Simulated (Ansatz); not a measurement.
# BH4NS2: how energies converge with the basis set

The task here is to estimate one member of a computed series from the others.

Method: one geometry, several basis sets; program: Ansatz 0.2.0, Gaussian basis.

The runs, in order: PBE0-D4/def2-SVP; ωB97M-V/def2-SVP; PBE0-D4/def2-QZVPP; ωB97M-V/def2-QZVPP; CCSD(T)/cc-pV(D+d)Z; CCSD(T)/cc-pV(T+d)Z; CCSD(T)/cc-pV(Q+d)Z; the functionals' def2-TZVPP values are taken from earlier runs.

### Structure used throughout

An earlier PBE0-D4 in a triple-zeta def2 set relaxation fixed the geometry.

SMILES `NB(S)S`, 8 atoms, charge 0, spin multiplicity 1.

Atoms are counted from 1 here; the program's logs count them from 0.

Bond lengths: N1–B2 1.397 Å, N1–H5 1.004 Å, N1–H6 1.005 Å, B2–S3 1.824 Å, B2–S4 1.820 Å, S3–H7 1.341 Å, S4–H8 1.343 Å. Angles: B2–N1–H5 123.4°, B2–N1–H6 122.7°, H5–N1–H6 113.9°, N1–B2–S3 118.4°, N1–B2–S4 123.5°, S3–B2–S4 118.0°, B2–S3–H7 97.0°, B2–S4–H8 97.7°.

The first run:

in.yaml

```yaml
crystal:
  periodic: [false, false, false]
  atoms:
    - {symbol: N, position_ang: [-0.559012, 1.097120, 0.019275]}
    - {symbol: B, position_ang: [0.226686, -0.057758, -0.008528]}
    - {symbol: S, position_ang: [2.041604, 0.126226, -0.025594]}
    - {symbol: S, position_ang: [-0.463160, -1.742288, -0.027394]}
    - {symbol: H, position_ang: [-1.562639, 1.082737, 0.033901]}
    - {symbol: H, position_ang: [-0.165286, 2.021909, 0.027377]}
    - {symbol: H, position_ang: [2.337293, -1.181101, -0.059899]}
    - {symbol: H, position_ang: [-1.763186, -1.403944, -0.014939]}
basis:
  gaussian: {orbitals: def2-SVP}
hamiltonian: {xc: pbe0, dispersion: d4}
output: {orbitals: {seedname: orbitals}}
```

The run is started by

```bash
ansatz run in.yaml --threads 2 --pin off --events-out ev --progress --plain --max-ram 22528MiB --backend cpu
```

Among the steps run: PBE0-D4 in def2-SVP; ωB97M-V in def2-SVP; PBE0-D4 in def2-QZVPP; ωB97M-V in def2-QZVPP.

One table of the session follows, with a row left open; its other results are not shown here.

| functional | basis | HOMO (eV) | LUMO (eV) |
| --- | --- | --- | --- |
| PBE0-D4 | def2-SVP | -6.96 | 0.58 |
| PBE0-D4 | def2-TZVPP | ? | ? |
| PBE0-D4 | def2-QZVPP | -7.22 | -0.17 |
| ωB97M-V | def2-SVP | -9.09 | 2.46 |
| ωB97M-V | def2-TZVPP | -9.34 | 1.70 |
| ωB97M-V | def2-QZVPP | -9.39 | 1.27 |

Estimate the missing values for PBE0-D4, def2-TZVPP.

The run gave: HOMO (eV): -7.18; LUMO (eV): 0.05. In the column «HOMO (eV)» it lies between PBE0-D4, def2-QZVPP (-7.22) and PBE0-D4, def2-SVP (-6.96).
